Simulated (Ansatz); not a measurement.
# Sb3C5: the cost of one run

Program: Ansatz 0.2.0. Level of theory: DFT PBE, scalar-relativistic, plane waves, PAW. These are calculated values, not measurements.

1 further run of the same task is left out (it didn't finish).

## 1. Starting point

Symmetry: Pm-3m, No. 221, cubic system. The conventional cell has a = 5.658 Å, b = 5.658 Å, c = 5.658 Å, α = 90.00°, β = 90.00°, γ = 90.00°. Sb (site symmetry 4/mmm) has 6 C at 2.83 Å as nearest neighbours. C (site symmetry 4/mmm) has 4 Sb at 2.83 Å and 2 C at 2.83 Å as nearest neighbours. C (site symmetry m-3m) has 6 Sb at 2.83 Å as nearest neighbours. Around C (site symmetry m-3m) lie 6 C at 2.83 Å.

As a file:

```
CELL_PARAMETERS angstrom
5.65837 0.00000 0.00000
0.00000 5.65837 0.00000
0.00000 0.00000 5.65837
ATOMIC_POSITIONS crystal
Sb 0.50000 0.00000 0.00000
Sb 0.00000 0.50000 0.00000
Sb 0.00000 0.00000 0.50000
C 0.00000 0.50000 0.50000
C 0.50000 0.00000 0.50000
C 0.50000 0.50000 0.00000
C 0.00000 0.00000 0.00000
C 0.50000 0.50000 0.50000
```

Recipe of the guess: random cell by space group and Wyckoff sites (Pm-3m, No. 221). The dimensions are guesses.

## 2. The guess as it stands, on a coarse mesh

The input, input.yaml:

```yaml
crystal:
  lattice:
    - [5.65836748, 0.0, 0.0]
    - [0.0, 5.65836748, 0.0]
    - [0.0, 0.0, 5.65836748]
  atoms:
    - { symbol: Sb, position: [0.5, 0.0, 0.0] }
    - { symbol: Sb, position: [0.0, 0.5, 0.0] }
    - { symbol: Sb, position: [0.0, 0.0, 0.5] }
    - { symbol: C, position: [0.0, 0.5, 0.5] }
    - { symbol: C, position: [0.5, 0.0, 0.5] }
    - { symbol: C, position: [0.5, 0.5, 0.0] }
    - { symbol: C, position: [0.0, 0.0, 0.0] }
    - { symbol: C, position: [0.5, 0.5, 0.5] }
basis:
  ecutwfc: 420
kpoints:
  mp_grid: { grid: [4, 4, 4] }
hamiltonian:
  xc: pbe
scf:
  occupations: { method: gaussian, width: 0.1 }
  lower_state_search: "off"
output:
  forces: true
  stress: true
  eigenvalues: true
```

On the command line:

```sh
$ ansatz run input.yaml --threads 1 --pin off --max-ram 2048MiB --backend cpu --events-out ev --progress --plain --runs-dir out
```

What time and memory should one allow on 1 thread of Intel Xeon 6975P-C (Granite Rapids), shared host?

About 2.7 s, with a peak of 0.43 GiB.
